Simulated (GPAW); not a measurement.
Crystal: AgRh.

```xyz
2
Lattice="2.7776 0.0000 0.0000 -1.3888 2.4055 0.0000 0.0000 0.0000 4.8086" Properties=species:S:1:pos:R:3 pbc="T T T"
Ag    0.0000    0.0000    2.4043
Rh    1.3888    0.8018    0.0000
```

The cell comes from a database or a generator and needn't be the stable form of this composition.

```yaml
Program: GPAW 26.7.0
Task: relaxation of cell and atoms
Functional: PBEsol
Dispersion: D4
Potentials_or_basis: PAW data sets generated in the run's folder for this functional
Cutoff: 600 eV
Basis: pw
k_mesh: 8 × 8 × 4
Occupations: fermi-dirac, width 0.05 eV
Spin: no spin polarisation
```

At the start: pressure -13.2 GPa; volume 16.06 Å³/atom.

Problem. How do energy, volume and symmetry change on relaxing?

Solution. Over 6 steps the energy falls by 58.9 meV/atom and the volume is 14.79 Å³/atom (-7.9 %); space group P-6m2 (No. 187, to 0.05 Å).

Step by step:
```tsv
step	energy change (eV)	largest force (eV/Å)	pressure (GPa)	volume (Å³)
1	0.0000	0.0000	-13.20	32.13
2	-0.0640	0.0000	-9.31	31.23
3	-0.1146	0.0000	1.81	29.34
4	-0.1163	0.0000	-0.07	29.60
5	-0.1167	0.0000	-0.16	29.61
6	-0.1178	0.0000	-0.05	29.58
```

Final structure:
```xyz
2
Lattice="2.7168 0.0000 0.0000 -1.3584 2.3528 0.0000 0.0000 0.0000 4.6272" Properties=species:S:1:pos:R:3 pbc="T T T"
Ag    0.0000    0.0000    2.3136
Rh    1.3584    0.7843    0.0000
```

Caveat: later steps reuse the first step's grids; pairwise dispersion overbinds metals, which lowers pressure and volume.
